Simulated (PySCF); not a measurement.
# C6H5NO: the cost of one run

Programs: PySCF 2.14.0, with density-fitted response routines of our own. Each step states its level of theory. These are calculated values for one molecule, in the gas phase or a continuum, unless marked as measured. Atoms are numbered from 0 throughout.

## (1) The starting structure

13 atoms, charge 0, multiplicity 1; geometry from: GFN2-xTB. The atoms were then displaced at random by about 0.01 Å, so the start is not that level's minimum.

Bonds of the start (Å): C0–C1 1.20, C1–C2 1.43, C2–C3 1.37, C3–C4 1.36, C4–N5 1.15, C2–O6 1.32, O6–C7 1.41, C0–H8 1.07, C3–H9 1.09, C7–H10 1.10, C7–H11 1.08, C7–H12 1.10.

## (2) Geometry optimisation at PBE0-D3(BJ)/def2-SVP

What the job is given:

```
{"job": {"xc": "PBE0", "basis": "def2-SVP", "d3": "d3bj", "grid": 1, "shake": 0.01, "kind": "geom"}, "charge": 0, "multiplicity": 1}
C      1.156000     1.154670     1.449820
C      0.628800     0.431440     0.644790
C     -0.000610    -0.427700    -0.306030
C      0.703450    -1.521810    -0.749940
C      1.952680    -1.864640    -0.321590
N      3.007290    -2.148600     0.030270
O     -1.212580    -0.157590    -0.757360
C     -1.851460     1.002370    -0.269740
H      1.600160     1.815380     2.162900
H      0.197890    -2.180320    -1.456190
H     -2.846900     1.022550    -0.746490
H     -1.297670     1.903700    -0.500640
H     -2.031240     0.953670     0.809870
```

Started as:

```
OMP_NUM_THREADS=1 python probes_run.py task.json out
```

One launch serves the whole session: the jobs run in the order shown.

Q: Estimate the wall time and peak memory of this first job on 1 thread of Arm Neoverse N1, shared host.

About 2 min, with a peak of 0.53 GiB.
